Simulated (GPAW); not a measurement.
## NiMoIrPdW in GPAW: the effect of functional

Crystal: NiMoIrPdW.

```
Ni Mo Pd Ir W
1.0
     2.34460   -1.43138    0.00906
     2.34460    1.43138    0.00906
    -2.20600    0.00000   10.92374
Ni Mo Pd Ir W
1 1 1 1 1
Direct
  0.49838 0.49838 0.29525
  0.31773 0.31773 0.91207
  0.24733 0.24733 0.49061
  0.74982 0.74982 0.10802
  0.68673 0.68673 0.69406
```

The cell was built by a generator and needn't be a form met in nature.

Alike in all runs:

```yaml
Program: GPAW 26.7.0
Task: band structure
Cutoff: 600 eV
Basis: pw
k_mesh: 8 × 8 × 2
Occupations: fermi-dirac, width 0.05 eV
Spin: collinear spin, ferromagnetic start
Starting_moments: "[1.0, 1.0, 0.0, 0.6, 0.0] μB"
```

**Question.** One run gave: pressure 2.7 GPa; largest force 0.11 eV/Å. Which functional did it use?
A. AM05
B. TPSS
C. revPBE

**Answer.** C.

| functional | potentials or basis | pressure (GPa) | largest force (eV/Å) |
| --- | --- | --- | --- |
| revPBE | the program's PAW data sets (release 1.2.1) made for this functional | 2.7 | 0.11 |
| AM05 | PAW data sets generated in the run's folder for this functional | -10.7 | 0.18 |
| TPSS | GPAW PAW data sets (gpaw-data 1.2.1) | -5.9 | 0.11 |

Caveats: the stock nickel data set gives pressures a few GPa off other programs; the PAW data sets were made with another functional, which shifts forces and pressure a little (some runs).

Not every run made on this cell is shown here.
